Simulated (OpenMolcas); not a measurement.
# BSiH4O2F (SMILES O[SiH2]B(O)F): levels of theory compared

Aim: a comparison of 6 runs (B3LYP/6-31G*, B3LYP/def2-SVP, BHLYP/def2-SVP, M06-2X/def2-SVP, PBE/def2-SVP, CCSD(T)/def2-SVP) of BSiH4O2F. 

The calculation is run with OpenMolcas 26.06.

1 further run of the same task is left out (set aside as unsound or not needed).

### Step 1. The system as given

The species is BSiH4O2F (9 atoms), meant as a singlet with charge 0. As SMILES, `O[SiH2]B(O)F`. The coordinates come from a PBE0-D4/def2-TZVP relaxation. This is one conformer, not always the lowest.

Bond lengths: O1–Si2 1.653 Å, Si2–B3 2.035 Å, B3–O4 1.347 Å, B3–F5 1.342 Å, O1–H6 0.958 Å, Si2–H7 1.484 Å, Si2–H8 1.493 Å, O4–H9 0.965 Å. Some angles: O1–Si2–B3 110.9°, Si2–B3–O4 121.6°, Si2–B3–F5 119.7°, O4–B3–F5 118.7°, O1–Si2–H7 106.4°, O1–Si2–H8 111.4°, B3–Si2–H7 111.6°, B3–Si2–H8 108.7°, Si2–O1–H6 117.1°, B3–O4–H9 113.7°.

### Step 2. Energy and forces at B3LYP/6-31G(d) (Cartesian functions) (run 1)

mol.xyz reads:

```xyz
9

O      1.152500     0.650100     1.703000
Si     0.837600    -0.439800     0.500200
B     -0.701500     0.194000    -0.670900
O     -0.968000    -0.381600    -1.859000
F     -1.488500     1.196900    -0.250400
H      0.401000     1.098100     2.092900
H      2.093300    -0.579800    -0.278100
H      0.493300    -1.781600     1.056300
H     -1.731300    -0.002600    -2.311100
```

run.inp reads:

```
* BFH4O2Si Kohn-Sham DFT

&GATEWAY
 BasLib = $CurrDir
 Coord = mol.xyz
 Basis = 6-31Gs
 Group = NoSym

&SEWARD
 GridInput
 Grid=UltraFine
 End of Grid

&SCF
 KSDFT = B3LYP
 Thresholds = 1e-10 1e-07 1e-07 1e-05
 PrOrbitals = 1

&ALASKA
```

The basis set 6-31G* is read from a file made from the Basis Set Exchange's data (not shown).

On the command line:

```
$ export MOLCAS_MEM=1860
$ pymolcas run.inp > run.log
```

The program printed:

```text
--- Start Module: gateway ---
[...]
--- Stop Module: gateway /rc=_RC_ALL_IS_WELL_ ---
[...]
      Basis functions           87
[...]
--- Start Module: scf ---
[...]
       Convergence after  14 Iterations
[...]
::    Total KS-DFT energy                            -567.1685499178
[...]
      Total spin, S                                     0.0000000000
[...]
      Total electronic charge=   48.000000
      Total            charge=   -0.000000
[...]
      Dipole Moment (debye):
      Origin of the operator (angstrom)=   -0.0888    0.1658   -0.0009
                   X= -2.4523E+00               Y=  5.9076E-01               Z= -9.1525E-01           Total=  2.6834E+00
      Quadrupole Moment (debye*angstrom):
[...]
 *              Molecular gradients               *
 **************************************************
  Irreducible representation: a
 ------------------------------------------------------------------------------------------
                              X                       Y                       Z
 ------------------------------------------------------------------------------------------
  O1               -9.95807801174386E-03   -4.79721255470533E-03   -5.56958953563758E-03
  SI2               3.07450156262501E-03    7.13641133830123E-03    8.12851329786302E-03
  B3               -2.28564481759030E-03   -5.11775892958477E-04   -3.05428652873618E-03
  O4               -6.37050201884948E-03    7.22566120621515E-03    1.99664144514777E-03
  F5                2.73738457782713E-03   -3.33043742272565E-03   -1.63232062891883E-03
  H6                7.01238912115487E-03   -3.62706579086547E-03   -2.95158808464890E-03
  H7               -4.64457122578921E-04    3.18469276270772E-04    2.31611410640653E-04
  H8                3.03516638555656E-05    1.42727336078874E-03    1.47748360392663E-04
[...]
```

Wall time 27 s (1 thread of Intel Xeon 6975P-C (Granite Rapids), shared host); peak memory 0.47 GiB.

### Step 3. Energy and gradient at B3LYP/def2-SVP (run 2)

coord.xyz reads:

```xyz
9

O      1.152500     0.650100     1.703000
Si     0.837600    -0.439800     0.500200
B     -0.701500     0.194000    -0.670900
O     -0.968000    -0.381600    -1.859000
F     -1.488500     1.196900    -0.250400
H      0.401000     1.098100     2.092900
H      2.093300    -0.579800    -0.278100
H      0.493300    -1.781600     1.056300
H     -1.731300    -0.002600    -2.311100
```

run.inp reads:

```
* BFH4O2Si Kohn-Sham DFT
&GATEWAY
BASLIB=$CurrDir
COORD=coord.xyz
BASIS=def2-SVP
GROUP=NoSym
&SEWARD
GRIDINPUT
Grid=UltraFine
End of Grid
&SCF
KSDFT=B3LYP
THRESHOLDS=1e-10 1e-07 1e-07 1e-05
PRORBITALS=1
&ALASKA
```

The basis set def2-SVP is read from a file made from the Basis Set Exchange's data (not shown).

On the command line:

```
$ export MOLCAS_MEM=1860
$ pymolcas run.inp > run.log
```

The program printed:

```text
--- Start Module: gateway ---
[...]
--- Stop Module: gateway /rc=_RC_ALL_IS_WELL_ ---
[...]
      Basis functions           94
[...]
--- Start Module: scf ---
[...]
       Convergence after  14 Iterations
[...]
::    Total KS-DFT energy                            -566.8988541111
[...]
      Total spin, S                                     0.0000000000
[...]
      Total electronic charge=   48.000000
      Total            charge=   -0.000000
[...]
      Dipole Moment (debye):
      Origin of the operator (angstrom)=   -0.0888    0.1658   -0.0009
                   X= -2.3036E+00               Y=  5.3026E-01               Z= -9.5322E-01           Total=  2.5488E+00
      Quadrupole Moment (debye*angstrom):
[...]
 *              Molecular gradients               *
 **************************************************
  Irreducible representation: a
 ------------------------------------------------------------------------------------------
                              X                       Y                       Z
 ------------------------------------------------------------------------------------------
  O1               -6.90646595817945E-03   -7.23595186846016E-03   -7.87637819648523E-03
  SI2               2.35561970909970E-03    7.79876975418503E-03    9.34923746456207E-03
  B3               -2.01164423296163E-03    1.31422327396358E-03   -2.01178856405915E-04
  O4               -4.05617415370008E-03    2.75304030730439E-03   -1.39841728333856E-03
  F5                2.48858614493130E-03   -2.63316240715739E-03   -6.75682131615396E-04
  H6                4.83249182117351E-03   -3.14548283347760E-03   -2.57633613333352E-03
  H7               -1.41142194486221E-03    7.78454560780295E-04    1.25285170758049E-03
  H8                2.68071340325582E-04    2.69411299714939E-03   -4.28438128613262E-04
[...]
```

Wall time 28 s (1 thread of Intel Xeon 6975P-C (Granite Rapids), shared host); peak memory 0.52 GiB.

### Step 4. Energy and forces at BHLYP/def2-SVP (run 3)

calc.inp reads:

```
&gateway
baslib=$CurrDir
coord
9
angstrom
O        1.152500       0.650100       1.703000
Si       0.837600      -0.439800       0.500200
B       -0.701500       0.194000      -0.670900
O       -0.968000      -0.381600      -1.859000
F       -1.488500       1.196900      -0.250400
H        0.401000       1.098100       2.092900
H        2.093300      -0.579800      -0.278100
H        0.493300      -1.781600       1.056300
H       -1.731300      -0.002600      -2.311100
basis=def2-SVP
group=NoSym
&seward
gridinput
Grid=UltraFine
End of Grid
&scf
ksdft=HYB_GGA_XC_BHANDHLYP
thresholds=1e-10 1e-07 1e-07 1e-05
prorbitals=1 2
&alaska
```

The basis set def2-SVP is read from a file made from the Basis Set Exchange's data (not shown).

On the command line:

```
$ export MOLCAS_MEM=1860
$ pymolcas calc.inp > calc.log
```

The program printed:

```text
--- Start Module: gateway ---
[...]
--- Stop Module: gateway /rc=_RC_ALL_IS_WELL_ ---
[...]
      Basis functions           94
[...]
--- Start Module: scf ---
[...]
       Convergence after  14 Iterations
[...]
::    Total KS-DFT energy                            -566.7537059032
[...]
      Total spin, S                                     0.0000000000
[...]
      Total electronic charge=   48.000000
      Total            charge=   -0.000000
[...]
      Dipole Moment (debye):
      Origin of the operator (angstrom)=   -0.0888    0.1658   -0.0009
                   X= -2.3193E+00               Y=  4.3826E-01               Z= -9.8636E-01           Total=  2.5582E+00
      Quadrupole Moment (debye*angstrom):
[...]
 *              Molecular gradients               *
 **************************************************
  Irreducible representation: a
 ------------------------------------------------------------------------------------------
                              X                       Y                       Z
 ------------------------------------------------------------------------------------------
  O1                4.79822119922702E-03   -6.35902176040659E-03   -5.60163868707519E-03
  SI2              -1.39052723781408E-03    6.04391373011914E-03    4.99692735762469E-03
  B3                2.81186941039335E-03   -5.33906330046019E-04    3.66813982271119E-03
  O4                4.21259153216991E-03   -7.35306223485210E-03   -5.32845119849945E-03
  F5               -3.00533225662392E-03    5.21236023121929E-03    3.38139594643305E-03
  H6               -4.23346144123471E-03    1.87809016707075E-03    1.62725858859414E-03
  H7                2.26234207841447E-03    2.70198376025821E-04   -6.15064757530703E-04
  H8               -4.02910773146026E-04   -1.56740414099144E-03    8.73021038234612E-04
[...]
```

Run time: 29 s. Hardware: 1 thread of Intel Xeon 6975P-C (Granite Rapids), shared host; peak memory 0.51 GiB.

Runs 4 to 5 aren't shown in full; the table further down has their settings and results.

### Step 5. A single-point energy at CCSD(T)/def2-SVP (run 6)

mol.inp reads:

```
&GATEWAY
  BasLib
  $CurrDir
  Coord
  9
  angstrom
  O        1.152500       0.650100       1.703000
  Si       0.837600      -0.439800       0.500200
  B       -0.701500       0.194000      -0.670900
  O       -0.968000      -0.381600      -1.859000
  F       -1.488500       1.196900      -0.250400
  H        0.401000       1.098100       2.092900
  H        2.093300      -0.579800      -0.278100
  H        0.493300      -1.781600       1.056300
  H       -1.731300      -0.002600      -2.311100
  Basis
  def2-SVP
  Group
  NoSym

&SEWARD

&SCF
  Thresholds
  1e-10 1e-07 1e-07 1e-05
  PrOrbitals
  1 2

&RASSCF
  FileOrb
  $Project.ScfOrb
  Spin
  1
  Nactel
  0 0 0
  Inactive
  24
  Ras2
  0
  OutOrbitals
  Canonical
  OrbListing
  Few

&MOTRA
  JobIph
  Frozen
  9

&CCSDT
  CCT
  Triples
  2
  Iterations
  80
  Accuracy
  1e-08
  Extrapolation
  5 4
```

The basis set def2-SVP is read from a file made from the Basis Set Exchange's data (not shown).

On the command line:

```
$ export MOLCAS_MEM=1860
$ pymolcas mol.inp > mol.log
```

The program printed:

```text
--- Start Module: gateway ---
[...]
--- Stop Module: gateway /rc=_RC_ALL_IS_WELL_ ---
[...]
      Basis functions           94
[...]
       Convergence after  14 Iterations
[...]
::    Total SCF energy                               -564.9500403079
[...]
      Total spin, S                                     0.0000000000
[...]
      Number of active orbitals                  0
[...]
      Spin quantum number                      0.0
[...]
      Active orbitals                            0
[...]
      Number of CSFs                             1
[...]
      Number of root(s) required                 1
[...]
      Convergence after  4 iterations
[...]
      Natural orbitals and occupation numbers for root  1
      ************************************************************************************************************************
      *                                                    Final results                                                     *
      ************************************************************************************************************************
[...]
::    RASSCF root number  1 Total energy:   -564.95004031
[...]
      Total electronic charge=   48.000000
      Total            charge=   -0.000000
[...]
      Dipole Moment (debye):
      Origin of the operator (angstrom)=   -0.0888    0.1658   -0.0009
                   X= -2.3735E+00               Y=  3.8842E-01               Z= -1.0068E+00           Total=  2.6073E+00
      Quadrupole Moment (debye*angstrom):
[...]
--- Start Module: motra ---
[...]
--- Stop Module: motra /rc=_RC_ALL_IS_WELL_ ---
[...]
--- Start Module: ccsdt ---
[...]
      Convergence after                    15  Iterations
      Total energy (diff) :    -565.71662630      -0.00000001
[...]
 METHOD                       : CCSD+T(CCSD)+<T3(1)WT1> = CCSD(T)
[...]
       CCSD     =      -565.7166262992193
[...]
```

Wall time 83 s (1 thread of Intel Xeon 6975P-C (Granite Rapids), shared host); peak memory 0.52 GiB.

### Step 6. All runs side by side

```csv
run,level,Cartesian functions,task,energy (Eh),dipole moment (D) of the reference,HOMO energy (eV),LUMO energy (eV),wall time
1,B3LYP/6-31G* (Cartesian functions),yes,gradient,-567.168550,2.68,-7.64,-0.19,27 s
2,B3LYP/def2-SVP,no,gradient,-566.898854,2.55,-7.73,-0.44,28 s
3,BHLYP/def2-SVP,no,gradient,-566.753706,2.56,-9.39,0.77,29 s
4,M06-2X/def2-SVP,no,gradient,-566.756231,2.55,-9.31,0.72,35 s
5,PBE/def2-SVP,no,gradient,-566.424449,2.56,-6.46,-1.17,28 s
6,CCSD(T)/def2-SVP,no,energy,-565.732987,2.61,-11.55,3.28,83 s
```

### Step 7. What came out

| quantity | value |
| --- | --- |
| run 6: total energy | -565.73299 Eh |
| run 6: dipole moment (mean-field density) | 2.61 D |
| run 6: HOMO energy (Hartree–Fock orbitals) | -11.55 eV |
| run 6: LUMO energy (Hartree–Fock orbitals) | 3.28 eV |
| run 6: HOMO–LUMO gap (Hartree–Fock orbitals) | 14.83 eV |
| run 6: correlation energy (9 core orbitals frozen) | -782.9 mEh |
| run 6: (T) correction | -16.36 mEh |

**Reading.** Over runs 1, 2, 3, 4, 5 the dipole moment (its size) runs from 2.55 D (B3LYP/def2-SVP) to 2.68 D (B3LYP/6-31G*). Over runs 1, 2, 3, 4, 5 the HOMO–LUMO gap runs from 5.29 eV (PBE/def2-SVP) to 10.15 eV (BHLYP/def2-SVP). Totals of different functionals can't be ranked against each other. All runs together took 3.8 min, the longest 83 s.
